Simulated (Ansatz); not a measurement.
# CH3NOSi: the cost of one run

All numbers below are computed with Ansatz 0.2.0 (RHF/cc-pVDZ).

**1. The starting structure**

Bond lengths: N1–C2 1.323 Å, C2–Si3 1.736 Å, Si3–O4 1.625 Å, N1–H5 1.014 Å, N1–H6 1.014 Å, O4–H7 0.954 Å. Angles: N1–C2–Si3 136.9°, C2–N1–H5 122.2°, C2–N1–H6 122.5°, H5–N1–H6 115.0°, C2–Si3–O4 123.7°, Si3–O4–H7 123.5°.

Coordinates:

```xyz
7

N    -0.7063    1.4186    0.5064
C    -0.1863    0.3570   -0.0879
Si    0.5754   -1.1236    0.4028
O     1.1191   -2.2453   -0.6396
H    -0.1655    2.2580    0.6829
H    -1.6938    1.4916    0.7229
H     1.0575   -2.1563   -1.5876
```

**2. End point A**

Input file input.yaml:

```yaml
crystal:
  periodic: [false, false, false]
  atoms:
    - { symbol: "N", position_ang: [-0.7063, 1.41863, 0.50642] }
    - { symbol: C, position_ang: [-0.18626, 0.357, -0.08786] }
    - { symbol: Si, position_ang: [0.57541, -1.12361, 0.40282] }
    - { symbol: O, position_ang: [1.11907, -2.24533, -0.63958] }
    - { symbol: H, position_ang: [-0.16554, 2.25801, 0.68294] }
    - { symbol: H, position_ang: [-1.69382, 1.49163, 0.72287] }
    - { symbol: H, position_ang: [1.05745, -2.15634, -1.58762] }
basis:
  gaussian: { orbitals: cc-pVDZ }
hamiltonian:
  xc: hf
relax:
  f_tol: 0.015
  max_steps: 40
```

The run is started by

```bash
$ ansatz run input.yaml --threads 1 --pin off --max-ram 2048MiB --backend cpu --events-out ev --progress --plain --runs-dir out
```

Q: Estimate wall time and peak memory on 1 thread of Arm Neoverse V2, shared host.

About 15 s, with a peak of 0.15 GiB.
